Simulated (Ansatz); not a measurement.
# Li7ZnCl9: the cost of one run

Method: DFT PBE, scalar-relativistic, plane waves, PAW, in Ansatz 0.2.0.

## (1) The structure to begin with

The cell holds 17 atoms (Cl9Li7Zn): a = 7.351 Å, b = 7.231 Å, c = 6.890 Å, α = 87.43°, β = 85.61°, γ = 86.00°.

It is the last frame of an earlier stage of the same melt, run at 1150 K.

Structure file:

```xyz
17
Lattice="7.3416 0.2515 0.2701 0.2515 7.2254 0.1538 0.2701 0.1538 6.8831" Properties=species:S:1:pos:R:3 pbc="T T T"
Li    5.1130    6.9532    4.0200
Li    6.7852    3.6780    6.2382
Li    7.1857    3.0510    3.1790
Li    2.9268    3.9324    2.0801
Li    3.2816    6.7689    0.3102
Li    6.7157    5.8174    1.4081
Li    4.0626    3.1292    5.1495
Cl    1.6369    6.8283    5.2828
Cl    7.0401    1.1671    1.6136
Cl    0.6163    4.1585    0.5367
Cl    3.5916    6.2399    2.3744
Cl    1.8928    2.6382    3.6630
Cl    4.7917    4.7380    6.6226
Cl    6.9170    5.3040    3.8676
Cl    4.8877    2.9622    3.1726
Cl    5.5314    0.8819    5.8969
Zn    1.4587    0.3499    3.0587
```

## (2) Langevin stage at 640 K

One k point, a Fermi-Dirac width of 0.055 eV and a fixed cell.

input.yaml

```yaml
crystal:
  lattice:
    - [7.341568, 0.251477, 0.270126]
    - [0.251477, 7.225443, 0.153762]
    - [0.270126, 0.153762, 6.883056]
  atoms:
    - { symbol: Li, position: [0.6448460368, 0.9284317919, 0.5379926651] }
    - { symbol: Li, position: [0.8767495669, 0.460178132, 0.8616196692] }
    - { symbol: Li, position: [0.9504264947, 0.38032739, 0.4160635411] }
    - { symbol: Li, position: [0.3705033029, 0.5254755673, 0.2759301794] }
    - { symbol: Li, position: [0.4150972353, 0.9221904687, 0.0081747825] }
    - { symbol: Li, position: [0.8827189072, 0.7711553542, 0.1527069827] }
    - { symbol: Li, position: [0.5132080423, 0.3999096904, 0.7190732442] }
    - { symbol: Cl, position: [0.1640823224, 0.9235629937, 0.7404333389] }
    - { symbol: Cl, position: [0.9475261488, 0.12441692, 0.194459727] }
    - { symbol: Cl, position: [0.06203779, 0.5720459897, 0.0627637837] }
    - { symbol: Cl, position: [0.4490443727, 0.8414008464, 0.3085441254] }
    - { symbol: Cl, position: [0.2269948267, 0.3462494261, 0.5155333342] }
    - { symbol: Cl, position: [0.5975791147, 0.6152604744, 0.9249668992] }
    - { symbol: Cl, position: [0.8996671292, 0.6918893145, 0.5111424115] }
    - { symbol: Cl, position: [0.6370530341, 0.378692555, 0.4274656661] }
    - { symbol: Cl, position: [0.7202944029, 0.0793900617, 0.8266787166] }
    - { symbol: Zn, position: [0.1815011561, 0.0328166972, 0.4365251304] }
  symmetry: { detect: false }
basis:
  ecutwfc: 420
  xc_grid: 1
kpoints:
  mp_grid: { grid: [1, 1, 1], shift: [0.0, 0.0, 0.0] }
hamiltonian:
  xc: pbe
scf:
  occupations: { method: fermi_dirac, width: 0.0552 }
  lower_state_search: "off"
  convergence: { dr2_threshold: 1.0e-05 }
output:
  forces: true
  stress: true
md:
  timestep: 1.5
  n_steps: 250
  ensemble: nvt_langevin
  friction: 0.03
  temperature: 640.0
  initial_velocities: maxwell_boltzmann
  seed: 24322
```

Launch:

```bash
$ ansatz run input.yaml --threads 2 --pin off --max-ram 5120MiB --backend cpu --events-out ev --progress --plain --runs-dir out
```

What time and memory should one allow on 2 threads of Arm Neoverse V1, shared host?

About 2.9 min, with a peak of 0.42 GiB.
